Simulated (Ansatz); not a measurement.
# BBrF2 (SMILES FB(F)Br): levels of theory compared

Wanted: a comparison of 6 runs (B3LYP/6-31G*, B3LYP/aug-cc-pVDZ, BLYP/aug-cc-pVDZ, HSE06/aug-cc-pVDZ, PBE/aug-cc-pVDZ, PBE0/aug-cc-pVDZ) of BBrF2. 

The calculation is run with Ansatz 0.2.0.

45 further runs of the same task are left out: 3 that didn't finish, 42 set aside as unsound or not needed.

## 1. The system as given

The species is BBrF2 (4 atoms), meant as a singlet with charge 0. As SMILES, `FB(F)Br`. The B2–Br4 distance was set to 3.425 Å, away from the relaxed value. At this shape a bond of the SMILES string is far longer than usual.

Bond lengths: F1–B2 1.309 Å, B2–F3 1.309 Å. Angles: F1–B2–F3 119.2°. A long bond or contact: B2–Br4 3.425 Å.

## 2. The energy at B3LYP/6-31G(d) (spherical functions) (run 1)

molecule.yaml reads:

```yaml
crystal:
  periodic: [false, false, false]
  atoms:
    - {symbol: F, position_ang: [-1.562769, -2.033286, -0.349591]}
    - {symbol: B, position_ang: [-1.475059, -0.730126, -0.262491]}
    - {symbol: F, position_ang: [-2.559539, -0.007166, -0.383971]}
    - {symbol: Br, position_ang: [1.556010, 0.770190, 0.276890]}
basis:
  gaussian:
    orbitals: 6-31G_st_-spherical.json
hamiltonian:
  xc: {name: B3LYP}
accuracy: high
output:
  orbitals: {seedname: orbitals}
```

The basis set 6-31G* is read from a file made from the Basis Set Exchange's data (not shown).

Command:

```console
$ ansatz run molecule.yaml --threads 1 --pin off --max-ram 3480MiB --events-out events.jsonl --progress --plain --runs-dir runs
```

Log:

```text
Warning: RAYON_NUM_THREADS=1 ignored (pool sized by the plan → 1); use --threads N
Functional definition: B3LYP
  name "B3LYP"
  parameter a0 = 0.2
  parameter ax = 0.72
  parameter ac = 0.81
  exchange = (1 - a0 - ax)*slater_x + ax*b88_x + a0*exact_x
  correlation = (1 - ac)*vwn_rpa_c + ac*lyp_c
1374 factors; integrals over basis functions are off by at most 6.8e-9 eV
mean field evaluation 1: about -76143.5126 eV, gradient 3.9e1 eV
mean field evaluation 2: about -76041.1872 eV, gradient 1.2e2 eV
mean field evaluation 4: about -76144.0119 eV, gradient 3.2e1 eV
mean field evaluation 8: about -76148.5494 eV, gradient 6.4e-1 eV
mean field evaluation 16: about -76148.6193 eV, gradient 8.3e-5 eV
mean field -76148.61926922 eV, -2798.4101427560 hartree, gradient 3.2e-8 eV, S^2 0.000000; 0 other end points of the search recorded, 0 dependent functions left out
reference -76148.61929950 eV, -2798.4101438688 hartree; 29, 29 occupied and 45, 45 virtual orbitals, 1374 factors
Total energy: -76148.61929950 eV, -2798.4101438688 hartree
```

Run time: 5.1 s. Hardware: 1 thread of Arm Neoverse V1, shared host; peak memory 0.2 GiB.

## 3. A single-point energy at B3LYP/aug-cc-pVDZ (run 2)

run.yaml reads:

```yaml
crystal:
  periodic: [false, false, false]
  atoms:
    - symbol: F
      position_ang: [-1.562769, -2.033286, -0.349591]
    - symbol: B
      position_ang: [-1.475059, -0.730126, -0.262491]
    - symbol: F
      position_ang: [-2.559539, -0.007166, -0.383971]
    - symbol: Br
      position_ang: [1.556010, 0.770190, 0.276890]
basis:
  gaussian: {orbitals: aug-cc-pVDZ}
total_charge: 0
hamiltonian: {xc: {name: B3LYP}}
accuracy: high
output: {orbitals: {seedname: orbitals}}
```

Command:

```console
$ ansatz run run.yaml --threads 1 --pin off --max-ram 3480MiB --events-out events.jsonl --progress --plain --runs-dir runs
```

Log, cut to the lines that bear on the results:

```text
Warning: RAYON_NUM_THREADS=1 ignored (pool sized by the plan → 1); use --threads N
[... 7 set-up lines as earlier in the session ...]
2008 factors; integrals over basis functions are off by at most 4.3e-9 eV
mean field evaluation 1: about -76152.8690 eV, gradient 4.1e1 eV
mean field evaluation 2: about -76073.5631 eV, gradient 1.3e2 eV
mean field evaluation 4: about -76153.9319 eV, gradient 2.7e1 eV
mean field evaluation 8: about -76157.1170 eV, gradient 2.7e-1 eV
mean field evaluation 16: about -76157.1807 eV, gradient 1.0e-4 eV
mean field -76157.18074009 eV, -2798.7247710073 hartree, gradient 7.0e-8 eV, S^2 0.000000; 0 other end points of the search recorded, 0 dependent functions left out
reference -76157.18077812 eV, -2798.7247724048 hartree; 29, 29 occupied and 76, 76 virtual orbitals, 2008 factors
Total energy: -76157.18077812 eV, -2798.7247724048 hartree
```

Run time: 9.3 s. Hardware: 1 thread of Arm Neoverse V1, shared host; peak memory 0.36 GiB.

Runs 3 to 4 aren't shown in full; the table further down has their settings and results.

## 4. The energy at PBE/aug-cc-pVDZ (run 5)

in.yaml reads:

```yaml
crystal:
  periodic: [false, false, false]
  atoms:
    - {symbol: F, position_ang: [-1.562769, -2.033286, -0.349591]}
    - {symbol: B, position_ang: [-1.475059, -0.730126, -0.262491]}
    - {symbol: F, position_ang: [-2.559539, -0.007166, -0.383971]}
    - {symbol: Br, position_ang: [1.556010, 0.770190, 0.276890]}
basis:
  gaussian:
    orbitals: aug-cc-pVDZ
hamiltonian:
  xc: pbe
accuracy: high
output:
  orbitals: {seedname: orbitals}
```

Command:

```console
$ ansatz run in.yaml --threads 1 --pin off --max-ram 3480MiB --events-out events.jsonl --progress --plain --runs-dir runs
```

Log:

```text
Warning: RAYON_NUM_THREADS=1 ignored (pool sized by the plan → 1); use --threads N
Functional definition: PBE
  name "PBE"
  parameter kappa = 0.804
  parameter beta = 0.06672455060314922
  exchange = pbe_x(kappa = kappa, mu = beta*pi^2/3)
  correlation = pbe_c(beta = beta)
2008 factors; integrals over basis functions are off by at most 4.3e-9 eV
mean field evaluation 1: about -76136.3126 eV, gradient 4.0e1 eV
mean field evaluation 2: about -76043.0086 eV, gradient 1.2e2 eV
mean field evaluation 4: about -76129.0264 eV, gradient 4.2e1 eV
mean field evaluation 8: about -76139.8521 eV, gradient 1.7e-2 eV
mean field evaluation 16: about -76125.8778 eV, gradient 3.3e1 eV
mean field evaluation 32: about -76139.8521 eV, gradient 1.7e-2 eV
mean field -76139.85206477 eV, -2798.0879539350 hartree, gradient 2.6e-8 eV, S^2 0.000000; 4 other end points of the search recorded, 0 dependent functions left out
reference -76139.85206928 eV, -2798.0879541007 hartree; 29, 29 occupied and 76, 76 virtual orbitals, 2008 factors
Total energy: -76139.85206928 eV, -2798.0879541007 hartree
```

It took 15 s on 1 thread of Arm Neoverse V1, shared host; peak memory 0.27 GiB.

## 5. A single-point energy at PBE0/aug-cc-pVDZ (run 6)

run.yaml reads:

```yaml
basis:
  gaussian: {orbitals: aug-cc-pVDZ}
crystal:
  periodic: [false, false, false]
  atoms:
    - {symbol: F, position_ang: [-1.562769, -2.033286, -0.349591]}
    - {symbol: B, position_ang: [-1.475059, -0.730126, -0.262491]}
    - {symbol: F, position_ang: [-2.559539, -0.007166, -0.383971]}
    - {symbol: Br, position_ang: [1.556010, 0.770190, 0.276890]}
total_charge: 0
hamiltonian: {xc: {name: PBE0}}
accuracy: high
output: {orbitals: {seedname: orbitals}}
```

Command:

```console
$ ansatz run run.yaml --threads 1 --pin off --max-ram 3480MiB --events-out events.jsonl --progress --plain --runs-dir runs
```

Log:

```text
Warning: RAYON_NUM_THREADS=1 ignored (pool sized by the plan → 1); use --threads N
Functional definition: PBE0
  name "PBE0"
  parameter a = 0.25
[... 2 set-up lines as earlier in the session ...]
  exchange = (1 - a)*pbe_x(kappa = kappa, mu = beta*pi^2/3) + a*exact_x
[... 1 set-up line as earlier in the session ...]
2008 factors; integrals over basis functions are off by at most 4.3e-9 eV
mean field evaluation 1: about -76137.8185 eV, gradient 3.8e1 eV
mean field evaluation 2: about -76072.6795 eV, gradient 1.3e2 eV
mean field evaluation 4: about -76138.3920 eV, gradient 2.8e1 eV
mean field evaluation 8: about -76141.7891 eV, gradient 3.5e-1 eV
mean field evaluation 16: about -76141.8704 eV, gradient 3.6e-4 eV
mean field -76141.87043036 eV, -2798.1621275022 hartree, gradient 5.0e-8 eV, S^2 0.000000; 0 other end points of the search recorded, 0 dependent functions left out
reference -76141.87043378 eV, -2798.1621276281 hartree; 29, 29 occupied and 76, 76 virtual orbitals, 2008 factors
Total energy: -76141.87043378 eV, -2798.1621276281 hartree
```

Wall time 11 s (1 thread of Arm Neoverse V1, shared host); peak memory 0.36 GiB.

## 6. All runs side by side

```
run                               level   energy (Eh)  HOMO energy (eV)  LUMO energy (eV)  HOMO–LUMO gap (eV)  wall time
  1  B3LYP/6-31G* (spherical functions)  -2798.410144             -7.26             -5.30                1.96      5.1 s
  2                   B3LYP/aug-cc-pVDZ  -2798.724772             -7.54             -5.61                1.93      9.3 s
  3                    BLYP/aug-cc-pVDZ  -2798.712863             -6.37             -5.90                0.46       17 s
  4                   HSE06/aug-cc-pVDZ  -2798.158327             -7.36             -5.79                1.58       12 s
  5                     PBE/aug-cc-pVDZ  -2798.087954             -6.50             -6.00                0.49       15 s
  6                    PBE0/aug-cc-pVDZ  -2798.162128             -7.76             -5.43                2.34       11 s
```

## 7. What came out

```
            quantity           value
 run 6: total energy  -2798.16213 Eh
  run 6: HOMO energy        -7.76 eV
  run 6: LUMO energy        -5.43 eV
run 6: HOMO–LUMO gap         2.34 eV
```

The HOMO–LUMO gap runs from 0.46 eV (BLYP/aug-cc-pVDZ) to 2.34 eV (PBE0/aug-cc-pVDZ). Totals of different functionals can't be ranked against each other. All runs together took 69 s, the longest 17 s.
